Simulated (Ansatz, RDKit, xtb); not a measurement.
# C3H8BFN2: ranking a sample of isomers, part 2 of 2

Which of a sample of isomers of C3H8BFN2 is the most stable in the gas at 298.15 K, and what are its properties? The sample is small against all isomers, and the most stable one of this formula need not be in it.

xtb, Ansatz and PySCF; isolated molecules. Earlier steps stand in the parts before.

## (7) Are they minima? Harmonic frequencies

The lowest few in one piece go on as finalists. In this search the thermal terms come from GFN2-xTB at its own nearest minimum. The first, c931a:

start.xyz

```xyz
15
c931a
C     -1.581931    -0.445635    -2.061346
C     -0.404455     0.011956    -1.193196
C      0.677071    -1.097457    -1.015561
B     -0.438986    -0.791501     1.020810
F     -0.797722    -0.944711     2.303380
N      0.364295    -1.695595     0.276646
N     -0.804297     0.298797     0.186459
H     -2.018217    -1.375301    -1.661251
H     -1.262027    -0.629038    -3.100527
H     -2.374306     0.320863    -2.085274
H      0.053503     0.900295    -1.664661
H      1.689832    -0.648380    -1.028033
H      0.633809    -1.825043    -1.845339
H      0.956229    -2.427678     0.644256
H     -1.548917     0.963351     0.351291
```

On the command line:

```
xtb start.xyz --gfn 2 --ohess tight
```

Output, cut to the lines that bear on the results:

```text
* xtb version 6.7.1
[...]
          :  # basis functions                  36          :
[...]
          :  # electrons                        40          :
[...]
          :  Hamiltonian                  GFN2-xTB          :
[...]
          :  net charge                          0          :
          :  unpaired electrons                  0          :
[...]
   *** convergence criteria satisfied after 11 iterations ***
[...]
   *** GEOMETRY OPTIMIZATION CONVERGED AFTER 14 ITERATIONS ***
[...]
   *** convergence criteria satisfied after 3 iterations ***
[...]
         ::                     SUMMARY                     ::
         :::::::::::::::::::::::::::::::::::::::::::::::::::::
         :: total energy             -22.423532411533 Eh    ::
         :: gradient norm              0.000218729396 Eh/a0 ::
         :: HOMO-LUMO gap              6.452546534801 eV    ::
         ::.................................................::
         :: SCC energy               -22.663998121302 Eh    ::
         :: -> isotropic ES            0.061171722176 Eh    ::
         :: -> anisotropic ES          0.005662567012 Eh    ::
         :: -> anisotropic XC          0.007166875394 Eh    ::
         :: -> dispersion             -0.008994796149 Eh    ::
         :: repulsion energy           0.240465709770 Eh    ::
         :: add. restraining           0.000000000000 Eh    ::
         :: total charge              -0.000000000000 e     ::
         :::::::::::::::::::::::::::::::::::::::::::::::::::::
[...]
        20        2.0000           -0.3550247              -9.6607 (HOMO)
        21                         -0.1178978              -3.2082 (LUMO)
[...]
molecular dipole:
                 x           y           z       tot (Debye)
 q only:        0.151       0.069      -1.084
   full:        0.176       0.069      -1.125       2.899
molecular quadrupole (traceless):
[...]
          | TOTAL ENERGY              -22.423532411533 Eh   |
          | TOTAL ENTHALPY            -22.293882001562 Eh   |
          | TOTAL FREE ENERGY         -22.333534232035 Eh   |
          | GRADIENT NORM               0.000218683077 Eh/α |
[...]
```

Wall time 0.2 s (4 threads of Arm Neoverse V1, shared host).

## (8) Zero-point energy and free-energy terms

As xtb prints them, at 298.15 K, with its own treatment of low modes:

| label | SMILES | spin | lowest mode (cm⁻¹) | zero-point (kcal/mol) | G − E (kcal/mol) |
| --- | --- | --- | --- | --- | --- |
| c931a | C[C@@H]1CNB(F)N1 | singlet | 59 | 76.1 | 56.5 |
| c109b | C=CN(C)B(N)F | singlet | 70 | 74.3 | 53.9 |
| c475c | FC[C@@H]1CNBN1 | singlet | 68 | 75.1 | 55.4 |

## (9) Energies at the top level

Each finalist gets a single point at CCSD(T)/def2-SVP + MP2/def2-TZVPP - MP2/def2-SVP.

c931a, CCSD(T)/def2-SVP:

input.yaml

```yaml
crystal:
  periodic: [false, false, false]
  atoms:
    - {symbol: C, position_ang: [-1.581931, -0.445635, -2.061346]}
    - {symbol: C, position_ang: [-0.404455, 0.011956, -1.193196]}
    - {symbol: C, position_ang: [0.677071, -1.097457, -1.015561]}
    - {symbol: B, position_ang: [-0.438986, -0.791501, 1.020810]}
    - {symbol: F, position_ang: [-0.797722, -0.944711, 2.303380]}
    - {symbol: N, position_ang: [0.364295, -1.695595, 0.276646]}
    - {symbol: "N", position_ang: [-0.804297, 0.298797, 0.186459]}
    - {symbol: H, position_ang: [-2.018217, -1.375301, -1.661251]}
    - {symbol: H, position_ang: [-1.262027, -0.629038, -3.100527]}
    - {symbol: H, position_ang: [-2.374306, 0.320863, -2.085274]}
    - {symbol: H, position_ang: [0.053503, 0.900295, -1.664661]}
    - {symbol: H, position_ang: [1.689832, -0.648380, -1.028033]}
    - {symbol: H, position_ang: [0.633809, -1.825043, -1.845339]}
    - {symbol: H, position_ang: [0.956229, -2.427678, 0.644256]}
    - {symbol: H, position_ang: [-1.548917, 0.963351, 0.351291]}
basis:
  gaussian:
    orbitals: def2-SVP
total_charge: 0
correlation:
  method: ccsd_t
  frozen_orbitals: {H: 0, "N": 1, F: 1, C: 1, B: 1}
```

On the command line:

```
ansatz run input.yaml --threads 4 --pin off --max-ram 7830MiB --events-out events.jsonl --progress --plain --runs-dir runs
```

Output, cut to the lines that bear on the results:

```text
Warning: RAYON_NUM_THREADS=4 ignored (pool sized by the plan → 4); use --threads N
Functional definition: HF
  name "HF"
[...]
1410 factors; integrals over basis functions are off by at most 1.5e-3 eV
[...]
mean field -9555.63497380 eV, -351.1631082451 hartree, gradient 8.0e-6 eV, S^2 0.000000; 0 other end points of the search recorded, 0 dependent functions left out
7 core orbitals not correlated: weight in the atoms' cores, before any rotation towards them, 1.000 or more for the frozen orbitals, at most 0.000 for the correlated occupied ones
reference -9555.63497380 eV, -351.1631082451 hartree; 20, 20 occupied and 111, 111 virtual orbitals, 1410 factors
second order -27.60595567 eV of doubles, -0.00000000 eV of singles
cycle   1  -28.35617226 eV  change   -7.5e-1 eV  update   1.1e-1
[...]
cycle   9  -29.13772253 eV  change   -2.3e-6 eV  update   1.6e-5
perturbative correction -0.83575374 eV, -0.0307133834 hartree
Total energy: -9585.60845007 eV, -352.2646131813 hartree
```

Wall time 35 s (4 threads of Arm Neoverse V1, shared host); peak memory 1.2 GiB.

## (10) c931a at MP2/def2-TZVPP

input.yaml, as its differences from that of step 9:

```diff
@@ -8,3 +8,3 @@
     - {symbol: F, position_ang: [-0.797722, -0.944711, 2.303380]}
-    - {symbol: N, position_ang: [0.364295, -1.695595, 0.276646]}
+    - {symbol: "N", position_ang: [0.364295, -1.695595, 0.276646]}
     - {symbol: "N", position_ang: [-0.804297, 0.298797, 0.186459]}
@@ -19,7 +19,3 @@
 basis:
-  gaussian:
-    orbitals: def2-SVP
-total_charge: 0
-correlation:
-  method: ccsd_t
-  frozen_orbitals: {H: 0, "N": 1, F: 1, C: 1, B: 1}
+  gaussian: {orbitals: def2-TZVPP}
+correlation: {method: mp2, frozen_orbitals: {H: 0, "N": 1, F: 1, C: 1, B: 1}}
```

On the command line:

```
ansatz run input.yaml --threads 4 --pin off --max-ram 7830MiB --events-out events.jsonl --progress --plain --runs-dir runs
```

Output:

```text
Warning: RAYON_NUM_THREADS=4 ignored (pool sized by the plan → 4); use --threads N
Functional definition: HF
  name "HF"
  exchange = exact_x
  correlation = 0
1981 factors; integrals over basis functions are off by at most 1.1e-3 eV
mean field evaluation 1: about -9560.8348 eV, gradient 4.9e1 eV
mean field evaluation 2: about -9561.1187 eV, gradient 5.0e1 eV
mean field evaluation 4: about -9566.5675 eV, gradient 4.7e0 eV
mean field evaluation 8: about -9566.6417 eV, gradient 3.1e-1 eV
mean field -9566.64193561 eV, -351.5676066310 hartree, gradient 2.6e-6 eV, S^2 0.000000; 0 other end points of the search recorded, 0 dependent functions left out
7 core orbitals not correlated: weight in the atoms' cores, before any rotation towards them, 1.000 or more for the frozen orbitals, at most 0.000 for the correlated occupied ones
reference -9566.64193561 eV, -351.5676066310 hartree; 20, 20 occupied and 302, 302 virtual orbitals, 1981 factors
second order -34.47662939 eV of doubles, -0.00000000 eV of singles
Total energy: -9601.11856501 eV, -352.8345993921 hartree
```

Wall time 9 s (4 threads of Arm Neoverse V1, shared host); peak memory 1.2 GiB.

## (11) c109b at CCSD(T)/def2-SVP

input.yaml

```yaml
crystal:
  periodic: [false, false, false]
  atoms:
    - {symbol: C, position_ang: [-0.082562, -0.200470, 0.715319]}
    - {symbol: C, position_ang: [-0.334588, -0.395852, -0.591545]}
    - {symbol: C, position_ang: [0.975829, 1.498273, -1.358449]}
    - {symbol: B, position_ang: [-0.212327, 0.043724, -3.030108]}
    - {symbol: F, position_ang: [0.284997, 0.849683, -3.993126]}
    - {symbol: "N", position_ang: [0.124727, 0.358501, -1.665385]}
    - {symbol: N, position_ang: [-1.017821, -1.034590, -3.446240]}
    - {symbol: H, position_ang: [0.541313, 0.611256, 1.091909]}
    - {symbol: H, position_ang: [-0.516816, -0.879642, 1.450240]}
    - {symbol: H, position_ang: [-0.972922, -1.237028, -0.876486]}
    - {symbol: H, position_ang: [0.451416, 2.221113, -0.708483]}
    - {symbol: H, position_ang: [1.892037, 1.178738, -0.830691]}
    - {symbol: H, position_ang: [1.263825, 2.004950, -2.286061]}
    - {symbol: H, position_ang: [-1.204082, -1.177773, -4.430443]}
    - {symbol: H, position_ang: [-1.451540, -1.717274, -2.842319]}
basis:
  gaussian:
    orbitals: def2-SVP
correlation:
  method: ccsd_t
  frozen_orbitals: {H: 0, "N": 1, F: 1, C: 1, B: 1}
```

On the command line:

```
ansatz run input.yaml --threads 4 --pin off --max-ram 7830MiB --events-out events.jsonl --progress --plain --runs-dir runs
```

Output, cut to the lines that bear on the results:

```text
Warning: RAYON_NUM_THREADS=4 ignored (pool sized by the plan → 4); use --threads N
Functional definition: HF
  name "HF"
[...]
1410 factors; integrals over basis functions are off by at most 1.2e-3 eV
[...]
mean field -9555.21214680 eV, -351.1475696394 hartree, gradient 1.8e-6 eV, S^2 0.000000; 0 other end points of the search recorded, 0 dependent functions left out
7 core orbitals not correlated: weight in the atoms' cores, before any rotation towards them, 1.000 or more for the frozen orbitals, at most 0.000 for the correlated occupied ones
reference -9555.21214680 eV, -351.1475696394 hartree; 20, 20 occupied and 111, 111 virtual orbitals, 1410 factors
second order -27.46797318 eV of doubles, -0.00000000 eV of singles
cycle   1  -28.20351884 eV  change   -7.4e-1 eV  update   1.1e-1
[...]
cycle   9  -29.03348420 eV  change    8.3e-7 eV  update   2.1e-5
perturbative correction -0.85978293 eV, -0.0315964399 hartree
Total energy: -9585.10541392 eV, -352.2461269438 hartree
```

Run time: 32 s. Hardware: 4 threads of Arm Neoverse V1, shared host; peak memory 1.2 GiB.

## (12) The ranking

Energies in kcal/mol from c931a; G adds the thermal terms to the CCSD(T)/def2-SVP + MP2/def2-TZVPP - MP2/def2-SVP energy. The columns left of the relaxed level are at the tight-binding geometries.

| label | SMILES | spin | GFN2-xTB | HF/STO-3G | r2SCAN-D4/def2-SVP | B3LYP/def2-SVP | HF/def2-SVP | MP2/def2-SVP | CCSD(T)/def2-SVP + MP2/def2-TZVPP - MP2/def2-SVP | G | share at equilibrium | T1 |
| --- | --- | --- | --- | --- | --- | --- | --- | --- | --- | --- | --- | --- |
| c931a | C[C@@H]1CNB(F)N1 | singlet | 0.0 | 0.0 | 0.0 | 0.0 | 0.0 | 0.0 | 0.0 | 0.0 | 100.0 % | 0.011 |
| c109b | C=CN(C)B(N)F | singlet | 18.5 | 43.3 | 9.5 | 7.9 | 9.8 | 12.9 | 9.0 | 6.5 | < 0.1 % | 0.012 |
| c475c | FC[C@@H]1CNBN1 | singlet | 31.8 | 44.9 | 49.3 | 48.4 | 49.6 | 51.5 | 47.7 | 46.6 | < 0.1 % | 0.012 |

Lowest found: c931a, `C[C@@H]1CNB(F)N1`, a singlet. Bond lengths: C1–C2 1.533 Å, C2–C3 1.560 Å, B4–F5 1.341 Å, C3–N6 1.458 Å, B4–N6 1.420 Å, C2–N7 1.465 Å, B4–N7 1.421 Å, C1–H8 1.102 Å, C1–H9 1.103 Å, C1–H10 1.103 Å, C2–H11 1.105 Å, C3–H12 1.108 Å, C3–H13 1.104 Å, N6–H14 1.011 Å, N7–H15 1.012 Å. Some angles: C1–C2–C3 112.6°, C1–C2–N7 112.5°, C3–C2–N7 102.8°, C2–C3–N6 104.1°, F5–B4–N6 125.4°, F5–B4–N7 125.5°, N6–B4–N7 109.0°, C3–N6–B4 108.9°, C2–N7–B4 109.4°, C1–C2–H11 108.5°.

```xyz
15

C    -1.5819   -0.4456   -2.0613
C    -0.4045    0.0120   -1.1932
C     0.6771   -1.0975   -1.0156
B    -0.4390   -0.7915    1.0208
F    -0.7977   -0.9447    2.3034
N     0.3643   -1.6956    0.2766
N    -0.8043    0.2988    0.1865
H    -2.0182   -1.3753   -1.6613
H    -1.2620   -0.6290   -3.1005
H    -2.3743    0.3209   -2.0853
H     0.0535    0.9003   -1.6647
H     1.6898   -0.6484   -1.0280
H     0.6338   -1.8250   -1.8453
H     0.9562   -2.4277    0.6443
H    -1.5489    0.9634    0.3513
```

## (13) Summary of results

The summary covers parts 1 to 2.

| quantity | value |
| --- | --- |
| lowest structure found | C[C@@H]1CNB(F)N1, singlet |
| next finalist | C=CN(C)B(N)F, singlet, 6.5 kcal/mol higher in G |
| share at equilibrium, among the finalists | 100.0 % |
| funnel | 21 starts, 12 minima at GFN2-xTB, 6 screening runs, 3 relaxed, 3 ranked |
| CPU time of all runs | 14 min |

What this shows: The lowest structure found is `C[C@@H]1CNB(F)N1`. Among the finalists first place is clear (6.5 kcal/mol); structures outside the list aren't covered. GFN2-xTB, HF/STO-3G, r2SCAN-D4/def2-SVP, B3LYP/def2-SVP, HF/def2-SVP and MP2/def2-SVP already put its bonding pattern lowest among the structures in one piece. The largest share of the time went into the final energies (56 %). One minimum inside the window was never screened. The search is not exhaustive (a finite list of starts, one conformer a finalist), so a lower isomer can't be ruled out. Only 6 drawn patterns were tried, so whole families of isomers are missing, and the result ranks this sample alone.
